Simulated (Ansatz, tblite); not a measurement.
# GeF2Cl2 (GeCl2F2): a ladder of methods and basis sets

An exercise on one series of results from a longer session: the logs are not shown, and one member is left open.

Computed with Ansatz 0.2.0, Gaussian basis. Level: as each input shows.

Levels to be run: GFN1-xTB, GFN2-xTB, PBE-D4/def2-TZVP, r2SCAN-D4/def2-TZVP, BLYP-D4/def2-TZVP, B2PLYP/def2-TZVP, CAM-B3LYP-D4/def2-TZVP, HSE06-D4/def2-TZVP, r2SCAN0-D4/def2-TZVP, LC-ωPBE/def2-TZVP, LDA/def2-TZVP, PBE-D4/def2-SVP, PBE0-D4/def2-SVP, PBE0-D4/def2-TZVPD, PBE-D4/def2-TZVPD, r2SCAN-D4/def2-TZVPD, CCSD(T)/def2-TZVPP, MP2/def2-TZVP, RPA/def2-TZVP.

**The structure**

The geometry is that of the singlet, from an earlier relaxation (PBE-D4/def2-SVP).

5 atoms, charge 0, spin multiplicity 1.

Bond lengths: Ge1–F2 1.732 Å, Ge1–F3 1.732 Å, Ge1–Cl4 2.129 Å, Ge1–Cl5 2.129 Å. Angles: F2–Ge1–F3 106.1°, F2–Ge1–Cl4 109.5°, F2–Ge1–Cl5 109.5°, F3–Ge1–Cl4 109.5°, F3–Ge1–Cl5 109.5°, Cl4–Ge1–Cl5 112.6°.

Geometry (Å):

```xyz
5
charge 0, multiplicity 1
Ge    0.0457   -0.0002    0.0319
F     0.1086   -0.0154    1.7629
F     1.6918    0.0075   -0.5075
Cl   -0.9261    1.7753   -0.6279
Cl   -0.9200   -1.7672   -0.6593
```

PBE0-D4/def2-TZVP was run before; its log isn't repeated, and its numbers join the tables.

Set-up of the first run:

Tight binding, by tblite at 300 K electronic temperature and without a spin-polarisation term:

```python
tblite.interface.Calculator('GFN1-xTB', numbers, positions, charge=0, uhf=0).singlepoint()
```

Tight binding, by tblite at 300 K electronic temperature and without a spin-polarisation term:

```python
tblite.interface.Calculator('GFN2-xTB', numbers, positions, charge=0, uhf=0).singlepoint()
```

start.molden holds the orbitals of an earlier run on this state, given as this run's starting guess.

in.yaml

```yaml
crystal:
  periodic: [false, false, false]
  atoms:
    - {symbol: Ge, position_ang: [0.045735, -0.000237, 0.031893]}
    - {symbol: F, position_ang: [0.108619, -0.015362, 1.762857]}
    - {symbol: F, position_ang: [1.691759, 0.007494, -0.507522]}
    - {symbol: Cl, position_ang: [-0.926149, 1.775338, -0.627932]}
    - {symbol: Cl, position_ang: [-0.919973, -1.767233, -0.659297]}
basis:
  gaussian: {orbitals: def2-TZVP, initial_orbitals: start.molden}
hamiltonian: {xc: pbe, dispersion: d4}
scf: {omitted_lower_state_checks: [starts]}
output: {orbitals: {seedname: orbitals}}
```

Command:

```console
ansatz run in.yaml --threads 4 --pin off --events-out ev --progress --plain --max-ram 3916MiB
```

Steps of the session up to this table: PBE-D4/def2-TZVP; r2SCAN-D4/def2-TZVP; BLYP-D4/def2-TZVP; B2PLYP/def2-TZVP; CAM-B3LYP-D4/def2-TZVP; HSE06-D4/def2-TZVP; r2SCAN0-D4/def2-TZVP; LC-ωPBE/def2-TZVP; LDA/def2-TZVP; PBE-D4/def2-SVP; PBE0-D4/def2-SVP; PBE0-D4/def2-TZVPD; PBE-D4/def2-TZVPD; r2SCAN-D4/def2-TZVPD; CCSD(T)/def2-TZVPP; MP2/def2-TZVP; RPA/def2-TZVP.

One table of the session follows, with a row left open; its other results are not shown here.

```
                 level  HOMO (eV)  LUMO (eV)  gap (eV)
         LDA/def2-TZVP      -8.81      -3.74      5.07
       PBE-D4/def2-SVP      -8.43      -3.15      5.28
      PBE-D4/def2-TZVP      -8.64      -3.38      5.26
     PBE-D4/def2-TZVPD      -8.70      -3.50      5.20
     BLYP-D4/def2-TZVP      -8.47      -3.34      5.13
   r2SCAN-D4/def2-TZVP      -9.05      -3.13      5.92
  r2SCAN-D4/def2-TZVPD      -9.08      -3.20      5.88
      PBE0-D4/def2-SVP     -10.02      -2.20      7.82
     PBE0-D4/def2-TZVP     -10.15      -2.36      7.78
    PBE0-D4/def2-TZVPD          ?          ?         ?
  r2SCAN0-D4/def2-TZVP     -10.41      -2.21      8.21
    HSE06-D4/def2-TZVP      -9.74      -2.73      7.00
CAM-B3LYP-D4/def2-TZVP     -11.53      -1.32     10.21
     LC-ωPBE/def2-TZVP     -13.00       0.01     13.00
```

Q: Estimate the row for PBE0-D4/def2-TZVPD from the others.

As computed: HOMO (eV): -10.18; LUMO (eV): -2.48; gap (eV): 7.70. In the column «HOMO (eV)» it lies between r2SCAN0-D4/def2-TZVP (-10.41) and PBE0-D4/def2-TZVP (-10.15).
